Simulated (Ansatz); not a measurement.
# BeGa2C2: the cost of one run

Method: DFT PBE, scalar-relativistic, plane waves, PAW, in Ansatz 0.2.0.

## Step 1: The structure to begin with

The structure is orthorhombic, space group Cmmm (No. 65). Conventional cell: a = 3.379 Å, b = 6.637 Å, c = 7.410 Å, α = 90.00°, β = 90.00°, γ = 90.00°. Be (site symmetry mmm) has 4 C at 1.81 Å as nearest neighbours. Ga (site symmetry mm2) is surrounded by 1 C at 1.98 Å and 1 Ga at 2.17 Å. C (site symmetry mm2) has 1 C at 1.27 Å and 2 Be at 1.81 Å as nearest neighbours.

Structure file:

```
CELL_PARAMETERS angstrom
1.68970 -3.31829 0.00000
1.68970 3.31829 0.00000
0.00000 0.00000 7.40984
ATOMIC_POSITIONS crystal
Be 0.50000 0.50000 0.00000
Ga 0.00000 0.00000 0.64656
Ga 0.00000 0.00000 0.35344
C 0.00000 0.00000 0.08591
C 0.00000 0.00000 0.91409
```

Recipe of the guess: random cell by space group and Wyckoff sites (Cmmm, No. 65). Its size is a rough estimate.

## Step 2: The guess as it stands, on a coarse mesh

input.yaml

```yaml
crystal:
  lattice:
    - [1.68969698, -3.31828757, 0.0]
    - [1.68969698, 3.31828757, 0.0]
    - [0.0, 0.0, 7.40984492]
  atoms:
    - { symbol: Be, position: [0.5, 0.5, 0.0] }
    - { symbol: Ga, position: [0.0, 0.0, 0.64655796] }
    - { symbol: Ga, position: [0.0, 0.0, 0.35344204] }
    - { symbol: C, position: [0.0, 0.0, 0.08590999] }
    - { symbol: C, position: [0.0, 0.0, 0.91409001] }
basis:
  ecutwfc: 420
kpoints:
  mp_grid: { grid: [6, 6, 4] }
hamiltonian:
  xc: pbe
scf:
  occupations: { method: gaussian, width: 0.1 }
  lower_state_search: "off"
output:
  forces: true
  stress: true
  eigenvalues: true
```

Run with:

```
$ ansatz run input.yaml --threads 1 --pin off --max-ram 2560MiB --backend cpu --events-out ev --progress --plain --runs-dir out
```

**Question.** How long does this run take on 1 thread of Intel Xeon Platinum 8488C (Sapphire Rapids), shared host, and how much memory does it need?

About 3.1 s, with a peak of 0.43 GiB.
